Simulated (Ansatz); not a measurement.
# GeH7NOSi2: the cost of one run

Program: Ansatz 0.2.0. Level of theory: RKS BHLYP-D4/def2-SVP. These are calculated values, not measurements.

## (1) The starting structure

Bond lengths: Ge1–Si2 2.281 Å, Si2–N3 1.797 Å, N3–Si4 1.815 Å, Si2–O5 1.737 Å, Si4–O5 1.724 Å, Ge1–H6 1.579 Å, Ge1–H7 1.505 Å, Ge1–H8 1.590 Å, Si2–H9 1.512 Å, N3–H10 1.079 Å, Si4–H11 1.383 Å, Si4–H12 1.494 Å. Angles (14 of 22 angles, heavy atoms first): Ge1–Si2–N3 111.4°, Ge1–Si2–O5 110.3°, N3–Si2–O5 92.4°, Si2–N3–Si4 85.3°, N3–Si4–O5 92.2°, Si2–O5–Si4 90.0°, Ge1–Si2–H9 113.9°, N3–Si2–H9 113.3°, O5–Si2–H9 113.6°, Si2–Ge1–H6 109.1°, Si2–Ge1–H7 111.7°, Si2–Ge1–H8 107.4°, Si2–N3–H10 103.7°, Si4–N3–H10 103.5°.

Coordinates:

```xyz
12

Ge   -1.6232   -0.6722    1.3088
Si    0.4511   -0.0008    0.6377
N     0.3517    1.3171   -0.5796
Si    1.1207    0.1255   -1.7116
O     1.1028   -1.1198   -0.5196
H    -2.5349   -0.8814    0.0369
H    -1.5587   -1.9135    2.1582
H    -2.2724    0.5292    2.1241
H     1.3941    0.3089    1.7782
H     1.1664    1.9730   -0.3135
H     2.3855    0.4854   -2.1415
H     0.0938   -0.2065   -2.7443
```

## (2) End point A

File input.yaml:

```yaml
crystal:
  periodic: [false, false, false]
  atoms:
    - { symbol: Ge, position_ang: [-1.6232, -0.6722, 1.3088] }
    - { symbol: Si, position_ang: [0.4511, -0.0008, 0.6377] }
    - { symbol: "N", position_ang: [0.3517, 1.3171, -0.5796] }
    - { symbol: Si, position_ang: [1.1207, 0.1255, -1.7116] }
    - { symbol: O, position_ang: [1.1028, -1.1198, -0.5196] }
    - { symbol: H, position_ang: [-2.5349, -0.8814, 0.0369] }
    - { symbol: H, position_ang: [-1.5587, -1.9135, 2.1582] }
    - { symbol: H, position_ang: [-2.2724, 0.5292, 2.1241] }
    - { symbol: H, position_ang: [1.3941, 0.3089, 1.7782] }
    - { symbol: H, position_ang: [1.1664, 1.973, -0.3135] }
    - { symbol: H, position_ang: [2.3855, 0.4854, -2.1415] }
    - { symbol: H, position_ang: [0.0938, -0.2065, -2.7443] }
basis:
  gaussian: { orbitals: def2-SVP }
hamiltonian:
  xc: { name: BHLYP }
  dispersion: d4
relax:
  f_tol: 0.015
  max_steps: 40
```

Launch:

```
> ansatz run input.yaml --threads 2 --pin off --max-ram 3072MiB --backend cpu --events-out ev --progress --plain --runs-dir out
```

Q: Estimate wall time and peak memory on 2 threads of INTEL XEON PLATINUM 8581C at 2.10GHz (Emerald Rapids), shared host.

About 44 s, with a peak of 0.38 GiB.
